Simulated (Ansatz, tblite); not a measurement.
**The cluster Li6N2: a ladder of methods and basis sets**

Aim: run the singlet of the cluster Li6N2 at one geometry on many levels, and compare frontier levels, spin and run time.

The runs use Ansatz 0.2.0, Gaussian basis; as each input shows.

Levels to be run: GFN1-xTB, GFN2-xTB, PBE-D4/def2-TZVP, r2SCAN-D4/def2-TZVP, BLYP-D4/def2-TZVP, revPBE-D4/def2-TZVP, B2PLYP/def2-TZVP, r2SCAN0-D4/def2-TZVP, r2SCANh-D4/def2-TZVP, HF/def2-TZVP, LC-ωPBE/def2-TZVP, PBE-D4/def2-SVP, PBE0-D4/def2-SVP, PBE0-D4/def2-TZVPD, PBE-D4/def2-TZVPD, r2SCAN-D4/def2-TZVPD, CCSD(T)/def2-TZVPP, MP2/def2-TZVP, RPA/def2-TZVP.

2 further runs of the same task are left out: 1 that didn't finish, 1 set aside as unsound or not needed. Runs told in other sessions of the task aren't counted.

**1. The structure**

The singlet was relaxed beforehand with r2SCAN-D4/def2-TZVP. At that level it is the lowest of the isomers that a small search found.

8 atoms, charge 0, spin multiplicity 1.

Bond lengths: Li1–N7 1.881 Å, Li1–N8 1.900 Å, Li3–N7 1.881 Å, Li3–N8 1.900 Å, Li4–N8 1.702 Å, Li5–N7 1.731 Å, Li6–N7 1.822 Å, Li6–N8 1.837 Å, N7–N8 1.423 Å. Angles: N7–Li1–N8 44.2°, N7–Li3–N8 44.2°, N7–Li6–N8 45.8°, Li1–N7–Li3 88.0°, Li1–N7–Li5 97.4°, Li1–N7–Li6 115.7°, Li1–N7–N8 68.6°, Li3–N7–Li5 97.6°, Li3–N7–Li6 115.8°, Li3–N7–N8 68.6°, Li5–N7–Li6 132.4°, Li5–N7–N8 159.9°, Li6–N7–N8 67.7°, Li1–N8–Li3 86.9°, Li1–N8–Li4 104.4°, Li1–N8–Li6 114.1°, Li1–N8–N7 67.2°, Li3–N8–Li4 104.7° and more.

PBE0-D4/def2-TZVP was run before; its log isn't repeated, and its numbers join the tables.

**2. GFN1-xTB**

Tight binding, by tblite at 300 K electronic temperature and without a spin-polarisation term:

```python
tblite.interface.Calculator('GFN1-xTB', numbers, positions, charge=0, uhf=0).singlepoint()
```

Energy -232.5655 eV, HOMO -8.97 eV, LUMO -8.89 eV; 0.005 s.

**3. GFN2-xTB**

Tight binding, by tblite at 300 K electronic temperature and without a spin-polarisation term:

```python
tblite.interface.Calculator('GFN2-xTB', numbers, positions, charge=0, uhf=0).singlepoint()
```

Energy -198.9205 eV, HOMO -4.47 eV, LUMO -4.37 eV; 0.012 s.

**4. PBE-D4/def2-TZVP**

start.molden holds the orbitals of an earlier run on this state, given as this run's starting guess.

in.yaml reads:

```yaml
crystal:
  periodic: [false, false, false]
  atoms:
    - {symbol: Li, position_ang: [-1.215542, -0.416958, -0.583428]}
    - {symbol: Li, position_ang: [0.758590, -1.917942, -2.487534]}
    - {symbol: Li, position_ang: [1.244137, 0.461716, -0.497004]}
    - {symbol: Li, position_ang: [-0.845378, 2.403202, -0.422199]}
    - {symbol: Li, position_ang: [0.669018, -1.936869, 0.645565]}
    - {symbol: Li, position_ang: [-0.338407, 0.736377, 2.198113]}
    - {symbol: N, position_ang: [0.087726, -0.311240, 0.769154]}
    - {symbol: N, position_ang: [-0.360134, 0.981714, 0.377332]}
basis:
  gaussian: {orbitals: def2-TZVP, initial_orbitals: start.molden}
hamiltonian: {xc: pbe, dispersion: d4}
scf: {omitted_lower_state_checks: [starts]}
output: {orbitals: {seedname: orbitals}}
```

Command:

```sh
$ ansatz run in.yaml --threads 4 --pin off --events-out ev --progress --plain --max-ram 3916MiB
```

Further steps of the session: r2SCAN-D4/def2-TZVP; BLYP-D4/def2-TZVP; revPBE-D4/def2-TZVP; B2PLYP/def2-TZVP; r2SCAN0-D4/def2-TZVP; r2SCANh-D4/def2-TZVP; HF/def2-TZVP; LC-ωPBE/def2-TZVP; PBE-D4/def2-SVP; PBE0-D4/def2-SVP; PBE0-D4/def2-TZVPD; PBE-D4/def2-TZVPD; r2SCAN-D4/def2-TZVPD; CCSD(T)/def2-TZVPP; MP2/def2-TZVP; RPA/def2-TZVP.

Before running them: what should the planned runs give, taken together? Wanted: gap in def2-TZVP, named functionals and Hartree-Fock, smallest and largest; correlation energy, CCSD(T)/def2-TZVPP; correlation energy, MP2/def2-TZVP; binding an atom, functionals in def2-TZVP; PBE0 total energy, smallest basis above largest.

**Answer**, as computed:

| quantity | value |
| --- | --- |
| gap in def2-TZVP, named functionals and Hartree-Fock, smallest and largest | 0.50 eV (BLYP-D4), 4.71 eV (LC-ωPBE) |
| correlation energy, CCSD(T)/def2-TZVPP | -21.04 eV |
| correlation energy, MP2/def2-TZVP | -19.32 eV |
| binding an atom, functionals in def2-TZVP | 1.86 (r2SCAN0-D4) to 2.11 eV (PBE-D4) |
| PBE0 total energy, smallest basis above largest | 4.28 eV (def2-SVP, def2-TZVPD) |

Over the named functionals and Hartree-Fock in def2-TZVP the gap runs from 0.50 eV (BLYP-D4) to 4.71 eV (LC-ωPBE); exact exchange widens it. Notes on CCSD(T)/def2-TZVPP: large T1 diagnostic.
